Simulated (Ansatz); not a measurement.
I need a single point in a Gaussian basis of C3H5FGe, SMILES F[CH]1C=[CH][GeH2]1. Use Ansatz 0.2.0, Python API. Use: B3LYP, def2-SVP basis, multiplicity 1.

```yaml
atoms:
  - { symbol: F, position_ang: [-1.6440, -0.0851, 1.1820] }
  - { symbol: C, position_ang: [-0.3410, -0.0776, 0.8982] }
  - { symbol: C, position_ang: [-0.0248, -1.2696, 0.0515] }
  - { symbol: C, position_ang: [0.5164, -0.5365, -1.0458] }
  - { symbol: Ge, position_ang: [0.1200, 1.2028, -0.3149] }
  - { symbol: H, position_ang: [0.2720, -0.0102, 1.8246] }
  - { symbol: H, position_ang: [-0.0320, -2.3332, 0.2670] }
  - { symbol: H, position_ang: [0.8700, -0.8368, -2.0135] }
  - { symbol: H, position_ang: [-1.0868, 1.9363, -0.9173] }
  - { symbol: H, position_ang: [1.4334, 1.9588, 0.0711] }
```

Script `c3h5fge.py`:
```python
# -*- coding: utf-8 -*-
from pathlib import Path

import ansatz as az
import numpy as np

GEOMETRY = """
F    -1.64400   -0.08510    1.18200
C    -0.34100   -0.07760    0.89820
C    -0.02480   -1.26960    0.05150
C     0.51640   -0.53650   -1.04580
Ge    0.12000    1.20280   -0.31490
H     0.27200   -0.01020    1.82460
H    -0.03200   -2.33320    0.26700
H     0.87000   -0.83680   -2.01350
H    -1.08680    1.93630   -0.91730
H     1.43340    1.95880    0.07110
"""

geometry = az.Crystal.molecule()
for line in GEOMETRY.strip().splitlines():
    symbol, *xyz = line.split()
    geometry = geometry.atom(symbol, [float(v) for v in xyz])

job = geometry.calculation()
job = job.basis(gaussian="def2-SVP").functional("B3LYP")
job = job.forces()
job = job.orbitals()
outcome = job.run(threads=1, pin="off", runs_dir="c3h5fge_runs")
rep = outcome.report

print("reference energy %16.6f eV" % rep["reference_energy_ev"])
print("total energy     %16.6f eV" % rep["free_energy_ev"])
print("occupied orbitals outside the frozen core (up, down):", rep["n_occupied"], " frozen:", rep["n_frozen"], " virtual:", rep["n_virtual"])

state = rep["mean_field"]["state"]
print(f"mean field: {state['energy']['hartree']:.7f} Ha, <S^2> = {abs(state['spin_squared']):.4f}, stability: {state.get('stability', {}).get('kind')}")

symbols = [site.symbol for site in geometry.cartesian_sites]
print("forces (eV/A)")
for symbol, f in zip(symbols, rep["forces_ev_ang"]):
    print(f"  {symbol:2s} {f[0]:9.4f} {f[1]:9.4f} {f[2]:9.4f}")

charges = rep["charge_distribution"]
dipole = np.array(charges["dipole_moment_e_ang"]) * 4.803205
print("dipole (D): {:.3f} {:.3f} {:.3f}, length {:.3f}".format(*dipole, np.linalg.norm(dipole)))
print("atom  Mulliken   Lowdin")
for symbol, m, l in zip(symbols, charges["mulliken_charges_e"], charges["lowdin_charges_e"]):
    print(f"{symbol:4s} {m:9.3f} {l:8.3f}")

lines = Path(rep["orbitals_path"]).read_text().splitlines()
field_of = lambda key: [line.split("=")[1].strip() for line in lines if line.startswith(key)]
orbitals = [(27.211386 * float(e), s, float(n)) for e, s, n in zip(field_of("Ene="), field_of("Spin="), field_of("Occup="))]
homo = max(e for e, _, n in orbitals if n > 0.5)
lumo = min(e for e, _, n in orbitals if n < 0.5)
for e, spin, n in sorted(orbitals):
    if homo - 10 < e < lumo + 5:
        print(f"{spin:6s} {e:10.3f} eV  occupation {n:.0f}")
```

```console
$ python c3h5fge.py
reference energy    -62414.228411 eV
total energy        -62414.228411 eV
occupied orbitals outside the frozen core (up, down): [32, 32]  frozen: 0  virtual: [81, 81]
mean field: -2293.6805882 Ha, <S^2> = 0.0000, stability: minimum
forces (eV/A)
  F    -2.7993    0.1697    1.3605
  C     0.2924   -2.5960    3.8033
  C     2.7159    3.3843   -3.5315
  C    -1.4436   -2.2827    1.0607
  Ge    1.4776    2.1171   -2.2388
  H    -0.3037   -0.2799    0.2450
  H    -0.2605   -0.2727    0.0845
  H     0.5801   -0.7936   -0.5245
  H     0.2121    0.2782   -0.0195
  H    -0.4710    0.2758   -0.2397
dipole (D): 1.143 0.071 -0.261, length 1.175
atom  Mulliken   Lowdin
F       -0.237    0.085
C        0.272   -0.087
C       -0.095    0.004
C       -0.079   -0.010
Ge       0.241    0.106
H        0.014   -0.003
H        0.017    0.009
H        0.001   -0.018
H       -0.055   -0.039
H       -0.080   -0.048
Alpha     -16.252 eV  occupation 2
Alpha     -14.355 eV  occupation 2
Alpha     -13.820 eV  occupation 2
Alpha     -13.194 eV  occupation 2
Alpha     -12.323 eV  occupation 2
Alpha     -11.215 eV  occupation 2
Alpha      -9.808 eV  occupation 2
Alpha      -9.237 eV  occupation 2
Alpha      -8.360 eV  occupation 2
Alpha      -7.669 eV  occupation 2
Alpha      -7.054 eV  occupation 2
Alpha      -0.873 eV  occupation 0
Alpha       0.334 eV  occupation 0
Alpha       0.693 eV  occupation 0
Alpha       2.275 eV  occupation 0
Alpha       2.529 eV  occupation 0
Alpha       2.904 eV  occupation 0
Alpha       3.322 eV  occupation 0
Alpha       3.540 eV  occupation 0
```

Reading the output:
- Total energies depend on the basis set; only differences at equal settings carry meaning.
- The geometry is a force-field or estimated start, not a minimum of this method, and the basis set is short of its limit.
- The Löwdin charges here are taken after orthogonalising the functions within each atom; they differ from plain Löwdin charges, and their signs can be unphysical.
- Alpha marks a spatial orbital of a restricted run, filled by both spins.
- b3lyp holds the VWN-RPA fit, as in Gaussian; the form of ORCA and Turbomole is b3lyp5.
- Levels such as HOMO and LUMO are orbital energies: with these approximate functionals they aren't the ionisation energy and electron affinity, and their gap isn't the fundamental gap.
- Run time: 6.5 s on 1 thread of Arm Neoverse V1 (shared host), peak memory 0.32 GiB.
